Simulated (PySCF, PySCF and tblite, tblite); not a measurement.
**methyl diselenide (C₂H₆Se₂): a path driven as rotation about a bond, and NMR exchange**

The task here is to estimate one member of a computed series from the others.

Programs: PySCF 2.14.0 with density-fitted response routines of our own, and tblite 0.8.0. All values are computed, except where a source is named. Atoms count from 0 throughout.

## The starting structure

10 atoms, charge 0, multiplicity 1; geometry from: force field or distance geometry start.

Bonds of the start (Å): C0–H4 1.11, C0–H5 1.12, C0–H6 1.10, C0–Se1 1.94, C3–H7 1.11, C3–H8 1.10, C3–H9 1.11, Se1–Se2 2.38, Se2–C3 1.96.

The first run:

Job settings and geometry (Å):

```
{"job": {"xc": "GFN2-xTB", "basis": "xTB", "kind": "relax"}, "charge": 0, "multiplicity": 1}
C      1.859500     0.171900    -0.260500
Se     0.879200    -1.453100     0.160700
Se    -0.618400    -0.267800     1.579200
C     -1.876600    -0.007000     0.096300
H      2.250300     0.627000     0.677700
H      1.166900     0.893100    -0.764900
H      2.693700    -0.064500    -0.943400
H     -2.758500     0.544500     0.474000
H     -1.386400     0.563800    -0.705100
H     -2.200800    -1.003400    -0.281500
```

On the command line:

```sh
> OMP_NUM_THREADS=1 python ens_run.py task.json out
```

This one command runs the whole study; its stages follow in the order run.

Among the steps run: GFN2-xTB relaxation, start minimum; Relaxed scan, rotation; Nudged elastic band, leg 1; Saddle search, leg 1; DFT refinement, start: B3LYP-D3(BJ)/def2-SVP; Shieldings, start: BP86/pcSseg-1; Shieldings, saddle of leg 1: BP86/pcSseg-1; Barriers, rates and exchange; Shieldings, start: PBE0/cc-pVDZ; Single-point energy, saddle of leg 1: PBE0/cc-pVDZ; Second level: PBE0/cc-pVDZ + D3(BJ); Shieldings, start: PBE/pcSseg-1; Single-point energy, saddle of leg 1: PBE/pcSseg-1; Second level: PBE/pcSseg-1 + D3(BJ).

One of the session's tables, all rows but one given; the rest of the session is left out.

Barriers by level (kcal/mol; entropies in cal/(mol K)). Zero-point and thermal terms come from xTB in every row. ΔG‡ leaves symmetry out; the rate counts one path; effective ΔG‡, where given, is the barrier that would give that rate by Eyring's equation alone:

| level | ΔE‡ | with zero-point | ΔH‡ | ΔG‡ (298 K) | k at 298 K (1/s) |
| --- | --- | --- | --- | --- | --- |
| GFN2-xTB | ? | ? | ? | ? | ? |
| B3LYP-D3(BJ)/def2-SVP | 5.83 | 5.79 | 5.25 | 6.33 | 1.4e+08 |
| BP86/pcSseg-1 + D3(BJ) | 6.15 | 6.11 | 5.57 | 6.65 | 8.3e+07 |
| PBE/pcSseg-1 + D3(BJ) | 6.27 | 6.23 | 5.69 | 6.77 | 6.8e+07 |

Estimate the missing values for GFN2-xTB.

The run gave: ΔE‡: 2.89; with zero-point: 2.85; ΔH‡: 2.31; ΔG‡ (298 K): 3.39; k at 298 K (1/s): 2e+10. In the column «ΔE‡» it is the lowest.
